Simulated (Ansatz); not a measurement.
# C2H8FGaS: the cost of one run

Method: the settings change from run to run; program: Ansatz 0.2.0, Gaussian basis.

## 1. The molecule

The structure was relaxed beforehand with PBE0-D4 in a triple-zeta def2 set.

SMILES `[CH3][Ga-]([CH3])([F])[SH2+]`, 13 atoms, charge 0, spin multiplicity 1.

Atoms are counted from 1 here; the program's logs count them from 0.

Bond lengths: C1–Ga2 1.965 Å, C1–H6 1.092 Å, C1–H7 1.092 Å, C1–H8 1.093 Å, Ga2–C3 1.963 Å, Ga2–F4 1.803 Å, Ga2–S5 2.686 Å, C3–H9 1.093 Å, C3–H10 1.092 Å, C3–H11 1.091 Å, S5–H12 1.346 Å, S5–H13 1.343 Å. Angles: Ga2–C1–H6 111.6°, Ga2–C1–H7 110.6°, Ga2–C1–H8 110.2°, H6–C1–H7 109.0°, H6–C1–H8 107.6°, H7–C1–H8 107.8°, C1–Ga2–C3 131.4°, C1–Ga2–F4 112.5°, C1–Ga2–S5 100.8°, C3–Ga2–F4 112.3°, C3–Ga2–S5 100.1°, F4–Ga2–S5 85.8°, Ga2–C3–H9 110.0°, Ga2–C3–H10 111.6°, Ga2–C3–H11 110.6°, H9–C3–H10 107.8°, H9–C3–H11 107.8°, H10–C3–H11 108.8° and more.

## 2. r2SCAN50/def2-TZVPD

Options: a point charge of -1.00 e beside it.

Input file in.yaml:

```yaml
crystal:
  periodic: [false, false, false]
  atoms:
    - {symbol: C, position_ang: [-1.393292, -1.194456, 0.562163]}
    - {symbol: Ga, position_ang: [-0.094839, -0.103409, -0.430109]}
    - {symbol: C, position_ang: [1.762766, -0.456431, -0.958212]}
    - {symbol: F, position_ang: [-0.887654, 1.120574, -1.489730]}
    - {symbol: S, position_ang: [0.284108, 1.922114, 1.292459]}
    - {symbol: H, position_ang: [-0.986547, -1.532491, 1.517859]}
    - {symbol: H, position_ang: [-2.308520, -0.628872, 0.746462]}
    - {symbol: H, position_ang: [-1.660406, -2.082318, -0.016452]}
    - {symbol: H, position_ang: [1.790664, -1.212350, -1.747124]}
    - {symbol: H, position_ang: [2.355255, -0.826524, -0.118962]}
    - {symbol: H, position_ang: [2.230512, 0.449537, -1.347400]}
    - {symbol: H, position_ang: [-0.103925, 2.649366, 0.228329]}
    - {symbol: H, position_ang: [-0.967823, 1.860460, 1.775419]}
basis:
  gaussian: {orbitals: def2-TZVPD, point_charges: [{charge: -1.00, position_ang: [5.114, -0.029, -0.623]}]}
hamiltonian: {xc: {name: r2SCAN50}}
```

On the command line:

```
> ansatz run in.yaml --threads 8 --pin off --events-out ev --progress --plain --max-ram 18278MiB
```

**Question.** How long does this run take on 8 threads of Arm Neoverse V1, shared host, and how much memory does it need?

About 5.5 s, with a peak of 0.87 GiB.
